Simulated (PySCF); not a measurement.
# A diatomic session: TeS

The task here is to estimate one member of a computed series from the others.

Computed with PySCF 2.14.0. Level: Te def2-SVPD with ECP28, S def2-SVPD, scalar-relativistic core potentials.

The first run:

Settings of the job:

| Property | Result |
| --- | --- |
| atoms | Te, S |
| charge | 0 |
| basis | Te def2-SVPD with ECP28, S def2-SVPD |
| Hamiltonian | scalar-relativistic core potentials |
| basis functions | 62 |
| electrons treated | 40 |
| masses in u | 129.9062, 31.9721 |
| levels | PBE0, PBE, r²SCAN, BHandHLYP, B3LYP, MN15, HF, MP2, SCS-MP2, CCSD, CCSD(T) |
| grid | 80 radial by 434 angular points |
| occupations | held fixed by the projection of orbital angular momentum |
| dissociation limit | Te + S, each in its ground configuration |
| starting distance in angstrom | 2.305 |
| values of 2S to try | 0, 2, 4 |

Command:

```
$ OMP_NUM_THREADS=1 python dia.py task.json out
```

Among the steps run: Set-up; The PBE0 curve of the state that the search chose; Higher solutions at PBE0; PBE (GGA); r²SCAN; BHandHLYP; B3LYP (global hybrid GGA); MN15 (hybrid meta-GGA); UHF (mean field); MP2 and coupled cluster.

One of the session's tables, all rows but one given; the rest of the session is left out.

It belongs to the step «Constants by level of theory». 

| level | Re (Å) | ωe (cm⁻¹) | De (eV) |
| --- | --- | --- | --- |
| UHF | 2.224 | 524 | 1.17 |
| UHF-CCSD | 2.272 | 465 | 2.67 |
| UHF-CCSD(T) | 2.288 | 446 | 2.91 |
| PBE | 2.283 | 449 | 3.93 |
| r²SCAN | 2.263 | 468 | 3.67 |
| B3LYP | 2.276 | 458 | 3.43 |
| PBE0 | 2.250 | 482 | 3.51 |
| MN15 | ? | ? | ? |
| BHandHLYP | 2.243 | 493 | 2.93 |

Q: Estimate the row for MN15 from the others.

**Answer.** Re (Å): 2.241; ωe (cm⁻¹): 485; De (eV): 3.40. In the column «Re (Å)» it lies between UHF (2.224) and BHandHLYP (2.243).

De is counted to Te + S in their ground configurations.
